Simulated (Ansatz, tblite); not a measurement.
PbS: GFN2-xTB, run from Python

These are simulated results from tblite 0.8.0, not measurements. The cell began as a database structure and was relaxed with r2SCAN+rVV10 in plane waves (Ansatz 0.2.0). All runs are without spin polarisation.

Space group I4/mmm (No. 139), tetragonal; a = 4.198 Å, c = 5.955 Å in the conventional setting, 26.24 Å³ an atom. Pb is surrounded by 6 S at 2.97–2.98 Å; S is surrounded by 6 Pb at 2.97–2.98 Å.

tblite solves periodic systems at the zone centre alone, so the script builds a cluster of 1×2×2 conventional cells (32 atoms), which folds in a coarse mesh of k points.

Input script:

```python
import json
from ase import Atoms
from ase.build import make_supercell
from ase.units import Bohr, GPa, Hartree
from tblite.interface import Calculator

atoms = Atoms(['Pb', 'Pb', 'Pb', 'Pb', 'S', 'S', 'S', 'S'],
              cell=[[8.39690621, 0.0, 0.0], [0.0, 4.19853781, 0.0], [0.0, 0.0, 5.95490339]],
              scaled_positions=[[0.124837459, 0.75, 0.750160172], [0.624837459, 0.75, 0.749839828], [0.875162541, 0.25, 0.249839828], [0.375162541, 0.25, 0.250160172], [0.875333049, 0.25, 0.750217327], [0.375333049, 0.25, 0.749782673], [0.124666951, 0.75, 0.249782673], [0.624666951, 0.75, 0.250217327]],
              pbc=True)
cluster = make_supercell(atoms, [[1, 0, 0], [0, 2, 0], [0, 0, 2]])
calc = Calculator('GFN2-xTB', cluster.numbers, cluster.positions / Bohr, lattice=cluster.cell[:] / Bohr, periodic=cluster.pbc)
calc.set('temperature', 0.02 / Hartree)
calc.set('max-iter', 150)
res = calc.singlepoint()
levels = res.get('orbital-energies') * Hartree
nv = round(res.get('orbital-occupations').sum() / 2)
cells = len(cluster) // len(atoms)
out = {'energy_per_cell': res.get('energy') * Hartree / cells, 'homo': levels[nv - 1], 'lumo': levels[nv],
       'stress': (-res.get('virial') * Hartree / cluster.get_volume() / GPa).tolist(), 'charges': res.get('charges')[:len(atoms)].tolist(), 'electrons': 2 * nv / cells}
json.dump(out, open('results.json', 'w'))
for key, value in out.items():
    print(key, value)
```

Command: `python run.py`. It took 2.1 s on 1 thread of Arm Neoverse V1, with other jobs on the host, peak memory 0.095 GiB.

Output:

```
------------------------------------------------------------
  cycle        total energy    energy error   density error
------------------------------------------------------------
      1     -89.41873494014  -8.9502493E+01   3.6909470E-01
      2     -90.29839602502  -8.7966108E-01   1.1479114E-01
      3     -90.39217774003  -9.3781715E-02   3.8007636E-02
      4     -90.37713411851   1.5043622E-02   4.7389301E-02
      5     -90.39583355908  -1.8699441E-02   1.4017690E-02
      6     -90.39740460303  -1.5710439E-03   4.7324142E-03
      7     -90.39761205494  -2.0745191E-04   8.2438598E-05
      8     -90.39761206028  -5.3417182E-09   5.8581510E-05
      9     -90.39761208205  -2.1773275E-08   2.0727535E-05
     10     -90.39761208566  -3.6059191E-09   2.3696706E-06
------------------------------------------------------------

 total:                                   1.454 sec
energy_per_cell -614.9610795359631
homo -9.466998599866743
lumo -8.698021866886645
stress [[1.069225372967955, 4.0011211113367285e-08, -0.0006253211933685845], [4.0011211205630415e-08, 1.0680347554417977, 1.4527568805523305e-07], [-0.0006253211933683816, 1.4527568806274425e-07, -4.2379181417358955]]
charges [0.6809050623297193, 0.6809049707225259, 0.6809074121172685, 0.680907448450986, -0.6809071203249242, -0.6809071747006111, -0.6809053338667304, -0.6809054356465462]
electrons 40.0
```

The cycle table is in hartree for the whole cluster, and the lines after it are in eV (the energy for one cell). The printed stress is in GPa and positive in compression, and the pressure is its mean diagonal.

GFN2-xTB gives a gap of 0.77 eV. On the same cell, plane-wave PBE (Ansatz, 4×6×4 k points and the special points) gives a gap of 0.38 eV and r2SCAN a gap of 0.63 eV; on shared hosts these took about 24 and 57 core-seconds on the 8-atom cell, against 2.1 for the script. Spin-orbit coupling, left out in all these runs, can cut or reorder the gap by tenths of an eV, up to about 1 eV with Pb or Bi. xTB was fitted to molecules, so gaps, charges and pressures of solids can be far off, and the gap also depends on the size of the cluster.

The same script was run on cells scaled at fixed shape and fractional coordinates:

```json
{"volume (Å³/atom)": "23.09", "energy (meV/atom)": "57.3", "pressure (GPa, positive in compression)": "7.26", "gap (eV)": "0.80"}
{"volume (Å³/atom)": "24.67", "energy (meV/atom)": "8.9", "pressure (GPa, positive in compression)": "2.62", "gap (eV)": "0.79"}
{"volume (Å³/atom)": "26.24", "energy (meV/atom)": "0.0", "pressure (GPa, positive in compression)": "-0.70", "gap (eV)": "0.77"}
{"volume (Å³/atom)": "27.82", "energy (meV/atom)": "17.4", "pressure (GPa, positive in compression)": "-1.62", "gap (eV)": "0.75"}
{"volume (Å³/atom)": "29.39", "energy (meV/atom)": "50.1", "pressure (GPa, positive in compression)": "-4.92", "gap (eV)": "0.72"}
```

A Birch-Murnaghan fit puts the minimum at 25.88 Å³/atom, 1.4 % below the given cell, with a bulk modulus of 46.7 GPa at fixed shape.

xTB was fitted mostly to molecules, and a small cluster samples few k points, so gaps, pressures and kinks along a curve can be far from a solid's.

Spin-orbit coupling is left out; in compounds of Pb, Bi, Tl or Hg it can lower a gap by up to about 1 eV, split its edges or invert the bands.
